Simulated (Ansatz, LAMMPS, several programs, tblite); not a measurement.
Energy against volume for zincblende CdSe, at fixed shape and fractional coordinates, computed by several methods (PBE and r2SCAN, where shown, with plane waves in Ansatz); the cell shown is that of r2SCAN. It is cubic, F-43m (No. 216); conventional cell a = 6.136 Å, 28.87 Å³ an atom. Around Cd lie 4 Se at 2.66 Å; around Se lie 4 Cd at 2.66 Å. (Simulation; spin polarisation is off.) Energies count from each curve's lowest point; fits are third-order Birch-Murnaghan.

```
Cd Se
1.0
     0.00000    3.06778    3.06778
     3.06778    0.00000    3.06778
     3.06778    3.06778    0.00000
Cd Se
1 1
Direct
  0.00000 0.00000 0.00000
  0.25000 0.25000 0.25000
```

**Question.** CdTeSe.bop.table (LAMMPS), on the shape of its own relaxed cell, gives
```
V (Å³/atom)  E (meV/atom)
     25.940         20.30
     26.768          4.72
     27.596          0.00
     28.424          3.95
     29.252         14.90
```
What equilibrium volume and bulk modulus follow?

**Answer.** V₀ = 27.60 Å³ an atom and B₀ = 56 GPa.

CdTeZnSeHgS0.sw (LAMMPS), on the shape of its own relaxed cell:
```csv
V (Å³/atom),E (meV/atom)
26.020,18.04
26.850,4.33
27.681,0.00
28.511,4.00
29.341,15.42
```
V₀ = 27.68 Å³ an atom and B₀ = 54 GPa.

light PBE (260 eV and a coarse mesh), on the shape of the cell shown:
```
V (Å³/atom)  E (meV/atom)
     26.562         60.47
     27.717         26.63
     28.872         19.70
     30.027          0.00
     31.181         14.38
     32.336         52.57
```
The points scatter about the fit by more than 0.3 meV an atom, since at so low a cutoff the number of plane waves jumps with the volume, so no fit is quoted.

**Question.** r2SCAN, on the shape of its own relaxed cell, gives
```csv
V (Å³/atom),E (meV/atom)
27.139,18.26
28.006,4.20
28.872,0.00
29.738,4.19
30.604,15.41
```
What equilibrium volume and bulk modulus follow?

**Answer.** V₀ = 28.85 Å³ an atom and B₀ = 52 GPa.

GFN2-xTB (tblite), on the shape of the cell shown, as a cluster of 64 atoms at the zone centre:
```tsv
V (Å³/atom)	E (meV/atom)
25.407	103.67
27.139	44.30
28.872	12.40
30.604	0.00
32.336	2.29
```
V₀ = 31.15 Å³ an atom and B₀ = 22 GPa.
